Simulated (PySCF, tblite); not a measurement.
# C₅H₈B₂F₂− (doublet): geometry, infrared bands and EPR parameters

Wanted: the infrared bands and EPR parameters of C₅H₈B₂F₂− (doublet) (`CB(CB(F)F)C1[CH][CH-]1`), by calculation.

The runs use tblite 0.8.0 and PySCF 2.14.0, with density-fitted response routines of our own; the level of theory stands in each step. All values are computed, except where a source is named. Atoms are numbered from 0 throughout.

### Step 1. The starting structure

17 atoms, charge -1, multiplicity 2; geometry from: force field or distance geometry start.

Bonds of the start (Å): C0–B1 1.60, B1–C2 1.59, C2–B3 1.57, B3–F4 1.43, B3–F5 1.46, B1–C6 1.58, C6–C7 1.51, C7–C8 1.53, C8–C6 1.50, C0–H9 1.10, C0–H10 1.11, C0–H11 1.11, C2–H12 1.11, C2–H13 1.12, C6–H14 1.11, C7–H15 1.12, C8–H16 1.09.

### Step 2. Geometry optimisation with GFN2-xTB

The job: settings as JSON, then the geometry in Å.

```
{"job": {"kind": "relax", "xc": "GFN2-xTB", "basis": "xTB"}, "charge": -1, "multiplicity": 2}
C     -0.395800    -1.856700    -0.234400
B      0.060500    -0.365200     0.119800
C      1.636700    -0.212100     0.202100
B      2.141400     1.201600     0.647100
F      1.499300     2.452700     0.367500
F      3.565500     1.285600     0.954800
C     -0.959100     0.830300     0.001100
C     -2.073600     0.923600     1.008600
C     -2.364300     0.540300    -0.444600
H     -0.078900    -2.031900    -1.271200
H     -1.480200    -2.014700    -0.068500
H      0.199500    -2.540200     0.411700
H      2.120500    -0.507600    -0.748700
H      1.983400    -0.966700     0.946200
H     -0.610700     1.837900    -0.322100
H     -2.522200     1.913600     1.267800
H     -2.729100    -0.478300    -0.560500
```

On the command line:

```sh
OMP_NUM_THREADS=1 python probes_run.py task.json out
```

One launch serves the whole session: the jobs run in the order shown.

The program printed:

```text
step      E/eV     max force
  0    -728.78565    4.206
  1    -729.42407    2.074
  2    -729.63942    2.030
  3    -729.71306    0.874
  4    -729.78719    0.525
  5    -729.82934    0.507
  6    -729.84876    0.418
  7    -729.87745    0.398
  8    -729.89758    0.429
  9    -729.91453    0.337
 10    -729.92524    0.268
 11    -729.93697    0.303
 12    -729.95091    0.327
 13    -729.96509    0.337
 14    -729.97756    0.277
 15    -729.98956    0.293
 16    -730.00132    0.350
 17    -730.01100    0.244
 18    -730.01796    0.177
 19    -730.02379    0.192
 20    -730.02987    0.245
 21    -730.03691    0.264
 22    -730.04499    0.276
 23    -730.05314    0.237
 24    -730.06031    0.244
 25    -730.06704    0.293
 26    -730.07488    0.273
 27    -730.08395    0.255
 28    -730.09307    0.222
 29    -730.10037    0.234
 30    -730.10287    0.359
 31    -730.10925    0.284
 32    -730.11395    0.153
 33    -730.11950    0.135
 34    -730.12452    0.239
 35    -730.12992    0.398
 36    -730.13911    0.492
 37    -730.15563    0.482
 38    -730.18016    0.489
 39    -730.19686    0.593
 40    -729.90114    5.403
 41    -730.21999    0.319
 42    -730.22863    0.307
 43    -730.23921    0.188
 44    -730.25765    0.188
 45    -730.26283    0.133
 46    -730.26763    0.144
 47    -730.27153    0.152
 48    -730.27574    0.157
 49    -730.27883    0.154
 50    -730.28087    0.116
 51    -730.28230    0.085
 52    -730.28379    0.114
 53    -730.28561    0.123
 54    -730.28793    0.131
 55    -730.29068    0.142
 56    -730.29411    0.166
 57    -730.29857    0.220
 58    -730.30457    0.217
 59    -730.31065    0.241
 60    -730.31695    0.208
 61    -730.32060    0.245
 62    -730.32673    0.188
 63    -730.33278    0.251
 64    -730.34199    0.303
 65    -730.35448    0.338
 66    -730.36152    0.466
 67    -730.38314    0.372
 68    -730.39191    0.209
 69    -730.40083    0.234
 70    -730.40661    0.230
 71    -730.41617    0.188
 72    -730.42001    0.151
 73    -730.42303    0.148
 74    -730.42666    0.146
 75    -730.43302    0.249
 76    -730.44189    0.255
 77    -730.44887    0.169
 78    -730.45172    0.110
 79    -730.45392    0.133
 80    -730.45729    0.214
 81    -730.46403    0.295
 82    -730.47378    0.323
 83    -730.48267    0.215
 84    -730.48981    0.192
 85    -730.49512    0.174
 86    -730.50014    0.176
 87    -730.50522    0.211
 88    -730.50980    0.167
 89    -730.51349    0.143
 90    -730.51659    0.140
 91    -730.51905    0.107
 92    -730.52188    0.152
 93    -730.52539    0.175
 94    -730.52898    0.142
 95    -730.53261    0.162
 96    -730.53849    0.203
 97    -730.55070    0.311
 98    -730.56995    0.459
 99    -730.59740    0.728
100    -730.62999    0.725
101    -730.59860    1.552
102    -730.65157    0.824
103    -730.63636    1.097
104    -730.70075    0.382
105    -730.71541    0.505
106    -730.73671    0.439
107    -730.76830    0.553
108    -730.76922    0.768
109    -730.78562    0.254
110    -730.79364    0.441
111    -730.81131    0.472
112    -730.84081    0.256
113    -730.85456    0.452
114    -730.86575    0.378
115    -730.87590    0.251
116    -730.88404    0.162
117    -730.88799    0.182
118    -730.89228    0.168
119    -730.89890    0.185
120    -730.90275    0.156
121    -730.90728    0.129
122    -730.91014    0.143
123    -730.91239    0.166
124    -730.91465    0.150
125    -730.91728    0.138
126    -730.91976    0.136
127    -730.92234    0.164
128    -730.92518    0.137
129    -730.92754    0.100
130    -730.92907    0.096
131    -730.92993    0.065
132    -730.93061    0.076
133    -730.93124    0.054
134    -730.93188    0.069
135    -730.93253    0.062
136    -730.93317    0.073
137    -730.93383    0.084
138    -730.93451    0.080
139    -730.93522    0.081
140    -730.93592    0.076
141    -730.93654    0.054
142    -730.93697    0.041
143    -730.93727    0.043
144    -730.93754    0.050
145    -730.93787    0.054
146    -730.93824    0.042
147    -730.93862    0.038
148    -730.93899    0.041
149    -730.93940    0.050
150    -730.93993    0.057
151    -730.94058    0.058
152    -730.94130    0.056
153    -730.94207    0.069
154    -730.94304    0.100
155    -730.94442    0.114
156    -730.94614    0.098
157    -730.94793    0.098
158    -730.94959    0.092
159    -730.95046    0.082
160    -730.95050    0.190
161    -730.95200    0.069
162    -730.95257    0.058
163    -730.95361    0.050
164    -730.95397    0.053
165    -730.95478    0.040
166    -730.95520    0.052
167    -730.95548    0.039
168    -730.95554    0.069
169    -730.95581    0.033
170    -730.95593    0.019
171    -730.95609    0.023
172    -730.95615    0.018
173    -730.95620    0.022
174    -730.95624    0.020
175    -730.95628    0.015
176    -730.95635    0.019
177    -730.95645    0.024
178    -730.95657    0.027
179    -730.95671    0.037
180    -730.95689    0.040
181    -730.95712    0.039
182    -730.95737    0.036
183    -730.95753    0.046
184    -730.95761    0.090
185    -730.95792    0.029
186    -730.95808    0.027
187    -730.95849    0.066
188    -730.95877    0.047
189    -730.95905    0.044
190    -730.95813    0.171
191    -730.95947    0.051
192    -730.95967    0.047
193    -730.95295    0.388
194    -730.95994    0.040
195    -730.96013    0.034
196    -730.95978    0.147
197    -730.96064    0.021
198    -730.96081    0.017
199    -730.96096    0.036
200    -730.96107    0.018
201    -730.96117    0.017
202    -730.96123    0.026
203    -730.96126    0.023
204    -730.96128    0.017
205    -730.96131    0.014
206    -730.96134    0.016
207    -730.96137    0.016
208    -730.96141    0.015
209    -730.96147    0.013
210    -730.96153    0.018
211    -730.96159    0.020
212    -730.96164    0.018
213    -730.96172    0.014
214    -730.96176    0.012
215    -730.96177    0.013
216    -730.96178    0.006
```

Run time: 1.3 s. Hardware: 1 thread of Intel Xeon 6975P-C, shared host.

Along the way: (not every step is listed)

| step | energy from step 0 (eV) | largest force (eV/Å) |
| --- | --- | --- |
| 0 | 0.0000 | 4.2057 |
| 1 | -0.6384 | 2.0736 |
| 2 | -0.8538 | 2.0297 |
| 3 | -0.9274 | 0.8735 |
| 4 | -1.0015 | 0.5255 |
| 5 | -1.0437 | 0.5065 |
| 6 | -1.0631 | 0.4178 |
| 7 | -1.0918 | 0.3979 |
| 8 | -1.1119 | 0.4291 |
| 28 | -1.3074 | 0.2220 |
| 48 | -1.4901 | 0.1570 |
| 68 | -1.6063 | 0.2092 |
| 88 | -1.7242 | 0.1675 |
| 108 | -1.9836 | 0.7683 |
| 128 | -2.1395 | 0.1369 |
| 148 | -2.1533 | 0.0414 |
| 168 | -2.1699 | 0.0693 |
| 188 | -2.1731 | 0.0471 |
| 208 | -2.1758 | 0.0145 |
| 211 | -2.1759 | 0.0201 |
| 212 | -2.1760 | 0.0176 |
| 213 | -2.1761 | 0.0142 |
| 214 | -2.1761 | 0.0119 |
| 215 | -2.1761 | 0.0127 |
| 216 | -2.1761 | 0.0057 |

Close pairs (by a distance rule), those that changed most:

| bond | before (Å) | after (Å) | change (Å) |
| --- | --- | --- | --- |
| B1–B3 | 2.658 | 1.883 | -0.774 |
| C7–C8 | 1.531 | 1.299 | -0.232 |
| B3–F5 | 1.459 | 1.397 | -0.063 |
| C7–H15 | 1.117 | 1.066 | -0.051 |
| B3–F4 | 1.434 | 1.396 | -0.038 |
| C2–H13 | 1.115 | 1.086 | -0.029 |
| C0–H11 | 1.113 | 1.090 | -0.024 |
| C2–H12 | 1.107 | 1.086 | -0.021 |

The final coordinates are the input of the step that follows.

### Step 3. Vibrational analysis with GFN2-xTB

The job: settings as JSON, then the geometry in Å.

```
{"job": {"kind": "ir", "xc": "GFN2-xTB", "basis": "xTB"}, "charge": -1, "multiplicity": 2}
C     -0.180658    -1.617314     0.547955
B      0.289898    -0.160687     0.018690
C      1.756094     0.019945    -0.603977
B      1.800688     0.585430     0.859550
F      1.833389     1.951508     1.143294
F      2.392576    -0.104221     1.920354
C     -0.843817     0.882201    -0.351738
C     -2.125297     1.025809     0.459203
C     -2.263135     0.460732    -0.702445
H     -0.497144    -2.267083    -0.275130
H     -1.028457    -1.555521     1.234367
H      0.620305    -2.140027     1.069823
H      1.873228     0.742399    -1.406505
H      2.333828    -0.877685    -0.802227
H     -0.514617     1.811341    -0.834883
H     -2.559694     1.313714     1.389449
H     -2.894184    -0.058510    -1.389171
```

The program printed:

```text
mode    cm-1     km/mol
  1      43.3      1.15
  2      87.5      0.24
  3      99.8      1.70
  4     108.9      0.11
  5     149.0      2.03
  6     182.7      0.76
  7     237.5      0.83
  8     258.8      0.45
  9     324.7      1.01
 10     381.2     51.63
 11     392.1      8.84
 12     423.7    149.79
 13     451.8      9.13
 14     598.9     78.05
 15     627.3      2.78
 16     674.7     74.06
 17     698.9     38.52
 18     735.8      1.53
 19     776.4      3.45
 20     849.1     18.09
 21     859.3     32.57
 22     885.1     18.58
 23     903.2     33.99
 24     917.7      9.08
 25     965.2    158.90
 26    1022.3    282.56
 27    1052.1    128.04
 28    1076.4      3.72
 29    1106.5     17.45
 30    1171.7    249.73
 31    1205.5     44.89
 32    1334.4     20.88
 33    1385.4      0.78
 34    1457.9     16.94
 35    1532.9      1.03
 36    1537.8      1.02
 37    1738.3    188.39
 38    2847.0    180.24
 39    2906.6    129.53
 40    2957.6     93.11
 41    2990.1    139.83
 42    2993.3     72.68
 43    3001.2    145.88
 44    3131.1    107.23
 45    3157.5     61.64
```

Wall time 0.45 s (1 thread of Intel Xeon 6975P-C, shared host).

Which atoms move in the most intense modes:

| cm⁻¹ | km/mol | atoms |
| --- | --- | --- |
| 424 | 149.8 | B3 37 %, F5 10 %, F4 10 % |
| 965 | 158.9 | H12 31 %, H13 29 %, C2 20 % |
| 1022 | 282.6 | B3 58 %, H12 10 % |
| 1172 | 249.7 | B3 49 %, C2 17 %, B1 14 % |
| 1738 | 188.4 | C8 44 %, C7 44 % |
| 2847 | 180.2 | H14 93 % |
| 2990 | 139.8 | H12 91 % |
| 3001 | 145.9 | H11 74 %, H13 17 % |

### Step 4. EPR parameters: B3LYP/pcH-1

The job, as its differences from that of step 3:

```diff
@@ -1,2 +1,2 @@
-{"job": {"kind": "ir", "xc": "GFN2-xTB", "basis": "xTB"}, "charge": -1, "multiplicity": 2}
+{"job": {"kind": "epr", "basis": "pcH-1"}, "charge": -1, "multiplicity": 2}
 C     -0.180658    -1.617314     0.547955
```

With the program's defaults for keys left out, this is: UKS B3LYP, pcH-1 on B C F H, non-relativistic, mean-field spin-orbit, GIAO.

The program printed:

```text
UKS, coarse grid
  cycle   1  E = -444.62142218  |g| = 6.61e-01
  cycle   2  E = -444.48112916  |g| = 9.20e-01
  cycle   3  E = -444.81809000  |g| = 5.33e-02
  cycle   4  E = -444.81881557  |g| = 3.66e-02
  cycle   5  E = -444.81942046  |g| = 6.59e-03
  cycle   6  E = -444.81943588  |g| = 4.54e-03
  cycle   7  E = -444.81944677  |g| = 1.16e-03
  cycle   8  E = -444.81944720  |g| = 5.11e-04
UKS, final grid
  cycle   1  E = -444.81941942  |g| = 6.99e-04
  cycle   2  E = -444.81941898  |g| = 1.18e-03
  cycle   3  E = -444.81941966  |g| = 1.86e-04
  cycle   4  E = -444.81941968  |g| = 2.96e-05
  cycle   5  E = -444.81941968  |g| = 2.09e-05
E = -444.81941968 Eh   <S^2> = 0.7526 (exact 0.7500)
g shifts (ppm)      1          2          3
  rmc          -148       -148       -148
  gc             12         17         39
  oz_so         150       1082       2582
  total          15        951       2473
hyperfine (MHz)  atom isotope    a_iso     a_fc   dipolar eigenvalues
    0   13C      -2.30      -2.30     -1.08     -0.96      2.04
    1   11B      29.43      29.43    -27.51    -26.05     53.56
    2   13C      73.83      73.83     -7.53     -7.00     14.54
    3   11B      30.63      30.63    -25.93    -23.22     49.16
    4   19F     108.09     108.09    -98.78    -95.88    194.66
    5   19F     106.97     106.97    -98.06    -94.93    192.99
    6   13C      -4.85      -4.85     -2.58     -0.73      3.32
    7   13C      30.88      30.88     -3.79     -2.50      6.29
    8   13C      43.69      43.69     -5.01     -2.73      7.74
    9    1H      56.85      56.85     -2.67     -1.78      4.45
   10    1H      10.08      10.08     -3.17     -2.53      5.70
   11    1H      11.53      11.53     -3.52     -2.73      6.25
   12    1H      34.29      34.29     -4.61     -1.86      6.47
   13    1H      34.22      34.22     -4.61     -1.86      6.47
   14    1H      -0.17      -0.17     -2.85     -2.10      4.95
   15    1H       5.84       5.84     -1.63     -1.54      3.18
   16    1H       9.13       9.13     -2.09     -0.96      3.05
```

Wall time 56 s (1 thread of Intel Xeon 6975P-C, shared host); peak memory 1.1 GiB.

Principal g values 2.00233, 2.00327, 2.00479; g(iso) = 2.00347, against 2.00232 for a free electron.

Mean a(iso) over the nuclei that a row names, and the largest dipolar term of the row (other rows stand at the frozen geometry):

| nuclei | isotope | a(iso) (MHz) | a(iso) (G, at g = 2.0023) | largest dipolar term (MHz) |
| --- | --- | --- | --- | --- |
| F4, F5 | 19F | 107.5 | 38.4 | 194.7 |
| C2 | 13C | 73.8 | 26.3 | 14.5 |
| C7, C8 | 13C | 37.3 | 13.3 | 7.7 |
| H12, H13 | 1H | 34.3 | 12.2 | 6.5 |
| B3 | 11B | 30.6 | 10.9 | 49.2 |
| B1 | 11B | 29.4 | 10.5 | 53.6 |
| H9, H10, H11 | 1H | 26.2 | 9.3 | 6.3 |
| H15, H16 | 1H | 7.5 | 2.7 | 3.2 |
| C6 | 13C | -4.8 | -1.7 | 3.3 |
| C0 | 13C | -2.3 | -0.8 | 2.0 |
| H14 | 1H | -0.2 | -0.1 | 5.0 |

Mulliken spin populations:

C0 -0.04; B1 0.60; C2 -0.01; B3 0.30; F4 0.03; F5 0.03; C6 -0.06; C7 0.04; C8 0.03; H9 0.03; H10 0.00; H11 0.00; H12 0.02; H13 0.02; H14 0.00; H15 0.01; H16 0.01

In first order the couplings over 0.8 MHz of 19F, 1H, 11B give 1728 distinct lines over 198.8 G, if the averaged nuclei exchange fast; the same motion can average rows kept apart here too.

The fields below are evaluated on a grid from the run's orbitals.

ELF in a plane through or near 4 of the atoms.

Ten even steps from '0' (0.00) to '9' (1.00):
```
0000000000000000000000000000
0000000000000000000000000000
0000000000000000000000000000
0000000012110000000000000000
0000000367762000000000000000
0000001588884000000111000000
0000000377872001235553200000
0000000146641013677565200000
0000012317166434783555200000
0000024661488642354364100000
0000036762246530015652000000
0000024541013542001542000000
0000001100245579950010000000
0000000003998699992000000000
0000000039999679994000000000
0000000028998435641000000000
0000000002552100000000000000
0000000000000000000000000000
0000000000000000000000000000
0000000000000000000000000000
```
The map spans 11.2 Å across and 9.7 Å up, centred on the molecule. Atoms in the plane (x, y in Å): B3 (-1.8, 0.7), C7 (2.2, 0.7), H10 (0.7, -1.8), H11 (-1.0, -2.2).

log10 of the density (e/Å³) in the same plane.

Ten even steps from '0' (-4.0) to '9' (1.1):
```
0000000000000000000000000000
0000000000000000000000000000
0000000122221000000000000000
0000002344443211111100000000
0000023567765333333332210000
0000124678876434444443321000
0001134679876445556655432100
0001234678776556667776533100
0002345679776666778976543100
0002356777776666677876533100
0002356776666665556665432100
0002345665556666555554322000
0000134444566777654433210000
0000012335677778764332100000
0000001235677777654310000000
0000000134566555543210000000
0000000123344444332100000000
0000000012223332221000000000
0000000000011111000000000000
0000000000000000000000000000
```
The map spans 11.2 Å across and 9.7 Å up, centred on the molecule. Atoms in the plane (x, y in Å): B3 (-1.8, 0.7), C7 (2.2, 0.7), H10 (0.7, -1.8), H11 (-1.0, -2.2).

On the surface of density 0.002 e/bohr³ the electrostatic potential runs, from the 1st to the 99th percentile, from -5.31 V near F4 to -2.07 V near H16.

The spin density lies nearest to B1 36 %; B3 27 %; C2 6 %.

### Step 5. Summary of results

| quantity | value |
| --- | --- |
| strongest single infrared mode (GFN2-xTB) | 1022 cm⁻¹, 283 km/mol |
| zero-point energy (GFN2-xTB) | 74.7 kcal/mol |
| g(iso) (B3LYP) | 2.00347 |
| ⟨S²⟩ | 0.753 (exact 0.75) |
| largest a(iso) (averaged by class) | 19F on F4, F5, 107.5 MHz |

What this shows: Relaxing lowered the energy by 2.176 eV in 216 steps; the close pair that moved most is B1–B3, from 2.658 to 1.883 Å. The frame itself reshapes: B1···B3 goes from 2.66 to 1.88 Å. All 45 modes are real, so the xTB geometry is a minimum. The strongest single mode, at 1022 cm⁻¹, moves mainly B3. GFN2-xTB is a fitted tight-binding method: band positions and strengths are rough. Its intensities can rank the bands wrongly. The largest share of the spin, 0.60 e, sits on B1. The isotropic g lies 1.1 ppt above the free-electron value. The records flag this anion as possibly unbound in the gas phase, so the basis may hold the extra electron. The conformer search (at its own cheap level) found a structure 7.3 kcal/mol lower, so these spectra needn't be the molecule's.
